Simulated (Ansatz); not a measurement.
# AlGa2H+ (doublet): the correlation ladder, cc-pVTZ

One table from this session's results is given with a row withheld; the runs are named, their logs left out.

The runs use Ansatz 0.2.0, Gaussian basis; cc-pVTZ, core rule «outside noble gas», up to 33 orbitals frozen.

Plan: UHF; CCSD(T) on ROHF; CCSD(T) on UHF; BCCD(T) on ROHF; CCSDT(Q) on ROHF; CCSDT(Q) on UHF; CASSCF and NEVPT2, 9 electrons in 13 orbitals.

4 further runs of the same task are left out: 4 set aside as unsound or not needed. Runs told in other sessions of the task aren't counted.

### What is computed

The geometry is a PBE0/def2-TZVP stationary point (not a proven minimum) of the parent state, kept for this charge and spin. No spin-orbit coupling is included. The filled d shell of Ga may be among the frozen orbitals whatever the setting's name suggests.

4 atoms, charge 1, spin multiplicity 2.

Atoms are counted from 1 here; the program's logs count them from 0.

Bond lengths: Al1–Ga2 2.548 Å, Al1–Ga3 2.548 Å, Al1–H4 1.600 Å, Ga2–Ga3 2.370 Å. Angles: Ga2–Al1–Ga3 55.4°, Ga2–Al1–H4 152.3°, Ga3–Al1–H4 152.3°, Al1–Ga2–Ga3 62.3°, Al1–Ga3–Ga2 62.3°.

Set-up of the first run:

The input, in.yaml:

```yaml
crystal:
  periodic: [false, false, false]
  atoms:
    - {symbol: Al, position_ang: [0.000000, 1.868499, 0.000000]}
    - {symbol: Ga, position_ang: [0.000000, -0.386610, -1.185145]}
    - {symbol: Ga, position_ang: [0.000000, -0.386610, 1.185145]}
    - {symbol: H, position_ang: [0.000000, 3.468731, 0.000000]}
basis:
  gaussian: {orbitals: cc-pVTZ}
total_charge: 1
magnetization: {spin_polarized: true, initial_magnetization: 1}
hamiltonian: {xc: hf}
output: {orbitals: {seedname: orbitals}}
```

Launch:

```sh
$ ansatz run in.yaml --threads 1 --pin off --events-out ev --progress --plain --max-ram 4096MiB --backend cpu
```

Steps of the session up to this table: UHF; CCSD(T) on ROHF; CCSD(T) on UHF; BCCD(T) on ROHF; CCSDT(Q) on ROHF; CCSDT(Q) on UHF; CASSCF and NEVPT2, 9 electrons in 13 orbitals.

One of the session's tables, all rows but one given; the rest of the session is left out.

| method | from UCCSDT(Q) (kcal/mol) |
| --- | --- |
| ROHF | +136.53 |
| UHF | +134.60 |
| RMP2 | ? |
| UMP2 | +31.99 |
| RCCSD | +9.49 |
| UCCSD | +9.60 |
| RCCSD(T) | +1.60 |
| UCCSD(T) | +1.76 |
| BCCD(T) | +1.59 |
| RCCSDT | +0.71 |
| UCCSDT | +0.76 |
| RCCSDT(Q) | -0.01 |
| UCCSDT(Q) | 0 |
| CASSCF valence | +61.91 |
| NEVPT2 valence | +15.34 |

Q: Estimate the row for RMP2 from the others.

**Answer.** from UCCSDT(Q) (kcal/mol): +26.16. In the column «from UCCSDT(Q) (kcal/mol)» it lies between NEVPT2 valence (+15.34) and UMP2 (+31.99).

Caveats from the session: Restricted and unrestricted rows rest on different reference determinants; a gap between their highest levels can come from leftover correlation error, from unlike frozen cores or from another state.
